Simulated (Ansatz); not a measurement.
Geometry optimisation, DFT PBE-D3(BJ), scalar-relativistic, plane waves, PAW in Ansatz 0.2.0.

Input:

```yaml
crystal:
  lattice:
    - [5.67228, 0.0, 0.0]
    - [-2.83614, 4.912339, 0.0]
    - [0.0, 0.0, 16.17972]
  atoms:
    - { symbol: W, position: [0.0, 0.0, 0.06180577] }
    - { symbol: C, position: [0.33333333, 0.16666665, 0.14791603] }
    - { symbol: W, position: [0.0, 0.0, 0.2340263] }
    - { symbol: C, position: [0.33333333, 0.16666665, 0.32013657] }
    - { symbol: W, position: [-2.0e-08, 0.49999996, 0.06180577] }
    - { symbol: C, position: [0.3333333, 0.66666661, 0.14791603] }
    - { symbol: W, position: [-2.0e-08, 0.49999996, 0.2340263] }
    - { symbol: C, position: [0.3333333, 0.66666661, 0.32013657] }
    - { symbol: W, position: [0.5, 0.0, 0.06180577] }
    - { symbol: C, position: [0.83333333, 0.16666665, 0.14791603] }
    - { symbol: W, position: [0.5, 0.0, 0.2340263] }
    - { symbol: C, position: [0.83333333, 0.16666665, 0.32013657] }
    - { symbol: W, position: [0.49999998, 0.49999996, 0.06180577] }
    - { symbol: C, position: [0.8333333, 0.66666661, 0.14791603] }
    - { symbol: W, position: [0.49999998, 0.49999996, 0.2340263] }
    - { symbol: C, position: [0.8333333, 0.66666661, 0.32013657] }
    - { symbol: H, position: [0.3333333, 0.66666661, 0.38812291] }
    - { symbol: H, position: [-4.0e-08, 0.99999991, 0.35660197] }
basis:
  ecutwfc: 420.0
kpoints:
  mp_grid: { grid: [5, 5, 1] }
hamiltonian:
  xc: pbe
  dispersion: d3bj
  pseudopotentials: { kind: paw, azcp: { folder: soft_1 } }
scf:
  occupations: { method: fermi_dirac, width: 0.05 }
  lower_state_search: "off"
relax:
  f_tol: 0.03
  max_steps: 60
  adjacent_minimum: "off"
  constraints: [{ sites: [0, 4, 8, 12] }]
```

Launched with:

```bash
$ ansatz run input.yaml --threads 4 --pin off --max-ram 10240MiB --backend cpu --events-out ev --progress --plain --runs-dir out
```

Question: Where does it end, and by what steps?

Answer: The run converged. Limits of this set-up: coarse k mesh, thin slab, slab without dipole correction, a typed lattice constant that wasn't relaxed here. After 4 steps the energy has fallen by 2.034 eV; C4 moved furthest, 0.13 Å.

| step | energy less start (eV) | largest force component (eV/Å) | accepted |
| --- | --- | --- | --- |
| 0 | 0.0000 | 5.068 | yes |
| 1 | -1.8176 | 1.722 | yes |
| 2 | -2.0221 | 0.219 | yes |
| 3 | -2.0306 | 0.115 | yes |
| 4 | -2.0336 | 0.019 | yes |

```xyz
18
Lattice="5.6723 0.0000 0.0000 -2.8361 4.9123 0.0000 0.0000 0.0000 16.1797" Properties=species:S:1:pos:R:3
W 0.000 0.000 1.000
C 1.413 0.816 2.338
W 0.000 0.000 3.862
C 1.460 0.843 5.060
W -1.418 2.456 1.000
C 0.000 3.275 2.349
W -1.415 2.458 3.894
C 0.000 3.275 5.172
W 2.836 0.000 1.000
C 4.260 0.816 2.338
W 2.836 -0.003 3.894
C 4.212 0.843 5.060
W 1.418 2.456 1.000
C 2.836 3.281 2.338
W 1.415 2.458 3.894
C 2.836 3.226 5.060
H 0.000 3.275 6.259
H -2.836 4.912 5.664
```

Whether the end is a true minimum wasn't checked by a vibrational analysis.

Time of the run: 17 s on 4 threads of Arm Neoverse V2, on a shared host, peak memory 1.1 GiB.
